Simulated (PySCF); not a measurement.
**CaO2: relaxation and vibrations of the triplet**

The task is one start of a wider search on CaO2: the triplet, from a end-on start. It is relaxed, tested by its Hessian and followed downhill if it is a saddle.

Method: PBE0, basis Ca def2-TZVP, O def2-TZVP, no relativity, density fitting; program: PySCF 2.14.0.

## 1. The system as given

3 atoms, charge 0, spin multiplicity 3.

Bond lengths: Ca1–O2 2.410 Å, O2–O3 1.445 Å. Angles: Ca1–O2–O3 119.9°.

```xyz
3
charge 0 multiplicity 3
Ca    0.0000    0.0000    0.0000
O     0.0000    0.0000    2.4102
O     1.2528    0.0000    3.1302
```

## 2. Finding the electronic state

One driver script runs all steps and calls PySCF; scf.py shows how it sets up the SCF of each step. The optimiser is the driver's own. After this first run the driver tries any further starts and a stability analysis.

scf.py

```python
from pyscf import gto, scf, dft
mol = gto.M(atom='''
Ca     0.000000     0.000000     0.000000
O      0.000000     0.000000     2.410200
O      1.252800     0.000000     3.130200''',
    basis={'Ca': 'def2-TZVP', 'O': 'def2-TZVP'},
    charge=0, spin=2)
mf = dft.UKS(mol, xc='PBE0')
mf.grids.atom_grid = (50, 194)
aux = {'Ca': 'def2-universal-JKFIT', 'O': 'def2-universal-JKFIT'}
mf = mf.density_fit(auxbasis=aux)
mf.conv_tol = 1e-08
mf.diis_space = 10
mf.max_cycle = 60
mf.init_guess = 'minao'
mf.verbose = 4
mf.kernel()
```

On the command line:

```console
$ OMP_NUM_THREADS=2 python axn.py task.json out
```

Output:

```text
init E= -827.476484785505
[... the frontier-level lines of each cycle are left out ...]
cycle= 1 E= -827.563042151385  delta_E= -0.0866  |g|= 0.321  |ddm|= 1.31
cycle= 2 E= -826.830794432526  delta_E= 0.732  |g|= 1.11  |ddm|= 1.49
cycle= 3 E= -827.622610295843  delta_E= -0.792  |g|= 0.102  |ddm|= 1.35
cycle= 4 E= -827.620682307842  delta_E= 0.00193  |g|= 0.158  |ddm|= 0.168
cycle= 5 E= -827.629488000167  delta_E= -0.00881  |g|= 0.0214  |ddm|= 0.0836
cycle= 6 E= -827.629818202385  delta_E= -0.00033  |g|= 0.00911  |ddm|= 0.035
cycle= 7 E= -827.629906526852  delta_E= -8.83e-05  |g|= 0.00449  |ddm|= 0.0197
cycle= 8 E= -827.629930550531  delta_E= -2.4e-05  |g|= 0.00174  |ddm|= 0.00999
cycle= 9 E= -827.629934325529  delta_E= -3.77e-06  |g|= 0.000634  |ddm|= 0.00339
cycle= 10 E= -827.62993515054  delta_E= -8.25e-07  |g|= 0.000154  |ddm|= 0.00185
cycle= 11 E= -827.629935220121  delta_E= -6.96e-08  |g|= 6.91e-05  |ddm|= 0.000525
cycle= 12 E= -827.629935230959  delta_E= -1.08e-08  |g|= 2.59e-05  |ddm|= 0.000245
cycle= 13 E= -827.629935232886  delta_E= -1.93e-09  |g|= 6.35e-06  |ddm|= 0.000137
Extra cycle  E= -827.629935232942  delta_E= -5.6e-11  |g|= 6.49e-06  |ddm|= 1.34e-05
converged SCF energy = -827.629935232942  <S^2> = 2.0066055  2S+1 = 3.0044004
```

This step, with its further starts and checks, needed 10 s of wall time on 2 threads of Arm Neoverse V2, shared host.

Energies from each starting density:

```csv
start,energy (Eh)
the minimal-basis guess,-827.629935
a thermally smeared density,-827.629935
a smeared PBE density,-827.629935
```

The test of internal stability and the other starts found no lower solution of this spin.

## 3. Relaxing the triplet from the end-on start

The program finds Cs symmetry in the start, which this walk keeps.

Edit scf.py of step 2 so:

```diff
@@ -3,3 +3,3 @@
-Ca     0.000000     0.000000     0.000000
-O      0.000000     0.000000     2.410200
-O      1.252800     0.000000     3.130200''',
+Ca    -0.278496     0.000000    -1.231623
+O     -0.278496     0.000000     1.178577
+O      0.974304     0.000000     1.898577''',
@@ -15 +14,0 @@
-mf.init_guess = 'minao'
```

Steps of the walk:

```csv
step,energy (Eh),change (kJ/mol),largest symmetric gradient (Eh/bohr)
0,-827.629935,0.00,0.06824
1,-827.646199,-42.70,0.04111
2,-827.653307,-61.36,0.02484
3,-827.656738,-70.37,0.05106
4,-827.662892,-86.53,0.02164
5,-827.669819,-104.72,0.05719
6,-827.675069,-118.50,0.07745
7,-827.684582,-143.48,0.00949
8,-827.684929,-144.39,0.00593
9,-827.685145,-144.95,0.00158
10,-827.685155,-144.98,0.00058
11,-827.685157,-144.98,0.00011
```

The walk took 15 s.

Geometry (Å) and forces (eV/Å) at some steps:

```
step 0
Ca  -0.279   0.000  -1.232   0.228   0.000   1.960
O   -0.279   0.000   1.179   3.280   0.000   0.498
O    0.974   0.000   1.899  -3.508   0.000  -2.457
step 1
Ca  -0.265   0.000  -1.156   0.215   0.000   1.663
O   -0.209   0.000   1.175  -1.617   0.000  -2.114
O    0.892   0.000   1.826   1.402   0.000   0.450
step 6
Ca   0.034   0.000  -0.793   0.188   0.000   0.476
O   -0.524   0.000   1.336   3.802   0.000  -0.131
O    0.908   0.000   1.303  -3.990   0.000  -0.345
step 11
Ca   0.053   0.000  -0.771   0.009   0.000   0.001
O   -0.474   0.000   1.351  -0.006   0.000  -0.011
O    0.838   0.000   1.266  -0.003   0.000   0.011
```

It settles in C2v symmetry, 145.0 kJ/mol below the start, after 11 steps: Ca–O 2.183 Å, Ca–O 2.186 Å, O–O 1.315 Å; Ca–O–O 72.5° (×2), O–Ca–O 35.0°.

## 4. Vibrations and properties at this point

The point is checked on the finer grid, and tightened if its gradient asks for it. The Hessian and the dipole derivatives come from central differences of analytic gradients, with steps of 0.02 bohr.

Edit scf.py of step 3 so:

```diff
@@ -3,3 +3,3 @@
-Ca    -0.278496     0.000000    -1.231623
-O     -0.278496     0.000000     1.178577
-O      0.974304     0.000000     1.898577''',
+Ca    -0.058018     0.000000    -0.924346
+O     -0.583495     0.000000     1.195891
+O      0.728450     0.000000     1.113545''',
@@ -9 +9 @@
-mf.grids.atom_grid = (50, 194)
+mf.grids.atom_grid = (75, 302)
@@ -12 +12 @@
-mf.conv_tol = 1e-08
+mf.conv_tol = 1e-10
```

This SCF starts from the last density.

Log of the central SCF (cycles and frontier levels):

```text
init E= -827.685167618217
[... the frontier-level lines of each cycle are left out ...]
cycle= 1 E= -827.68516761821  delta_E= 6.59e-12  |g|= 4.9e-06  |ddm|= 4.62e-06
Extra cycle  E= -827.685167618189  delta_E= 2.11e-11  |g|= 9.38e-06  |ddm|= 7.01e-06
converged SCF energy = -827.685167618189  <S^2> = 2.0069822  2S+1 = 3.0046512
```

The whole step took 19 s.

Geometry: C2v; Ca–O 2.184 Å (×2), O–O 1.315 Å; Ca–O–O 72.5° (×2), O–Ca–O 35.0°.

Harmonic modes (main isotopes):

```csv
symmetry,ω (cm⁻¹),IR (km/mol),μ (u)
b2,395,0.0,16.67
a1,457,73.3,21.81
a1,1258,8.9,16.00
```

All wavenumbers are real: a minimum.

Constants and moments:

```
Dipole moment                                                   : 2.52 D
Highest occupied level                                          : -4.18 eV
Lowest empty level                                              : -2.49 eV
Rotational constants                                            : 1.22, 0.2186, 0.1854 cm⁻¹
Zero-point energy                                               : 12.6 kJ/mol
Principal polarisabilities                                      : 107.2, 155.6, 172.2 bohr³
Atomisation energy without zero-point energy                    : 714 kJ/mol
Principal traceless quadrupole moments about the centre of mass : -8.00, 3.20, 4.80 D Å
Entropy at 298.15 K and 1 bar (electronic part: spin only)      : 269.3 J/(mol K)
Heat capacity Cp at 298.15 K                                    : 45.8 J/(mol K)
Enthalpy at 298.15 K above 0 K                                  : 11.45 kJ/mol
Rotational symmetry number                                      : 2
Spin squared ⟨S²⟩                                               : 2.007
```

Populations by atom (charges in e):

| atom | Mulliken | Löwdin | polar tensor | spin (Mulliken) | Mayer order to Ca1 |
| --- | --- | --- | --- | --- | --- |
| Ca1 | 0.62 | 0.40 | 0.54 | 0.98 | – |
| O2,3 | -0.31 | -0.20 | -0.27 | 0.51 | 0.35 |

Outer orbital energies (eV). α occupied: -29.33, -22.16, -13.40, -13.07, -12.44, -7.79, -7.17, -4.18; empty: -1.21, -1.10, -0.68, -0.16. β occupied: -29.81, -29.75, -29.07, -20.84, -12.56, -12.07, -10.77, -6.73; empty: -2.49, -1.80, -0.07, 0.01.

Mulliken populations on Ca1: s 6.85, p 12.23, d 0.29.

## 5. Results

```
                                          quantity                                                            value
                                           minimum                                                     triplet, C2v
                                          geometry  Ca–O 2.184 Å (×2), O–O 1.315 Å; Ca–O–O 72.5° (×2), O–Ca–O 35.0°
                                wavenumbers (cm⁻¹)                                    395 (b2), 457 (a1), 1258 (a1)
                                     dipole moment                                                           2.52 D
highest occupied, lowest empty level (either spin)                                                  -4.18, -2.49 eV
                        polar-tensor charge of Ca1                                                          +0.54 e
                                 zero-point energy                                                      12.6 kJ/mol
                               entropy at 298.15 K                                                  269.3 J/(mol K)
         atomisation energy (no zero-point energy)                                                       714 kJ/mol
                                              ⟨S²⟩                                                            2.007
```

**Reading.** From Cs at the start the molecule goes to a C2v minimum. In the infrared the band at 457 cm⁻¹ (a1) leads. Other starts or spin states, not run here, may lie lower.

The search up to here took 44 s.
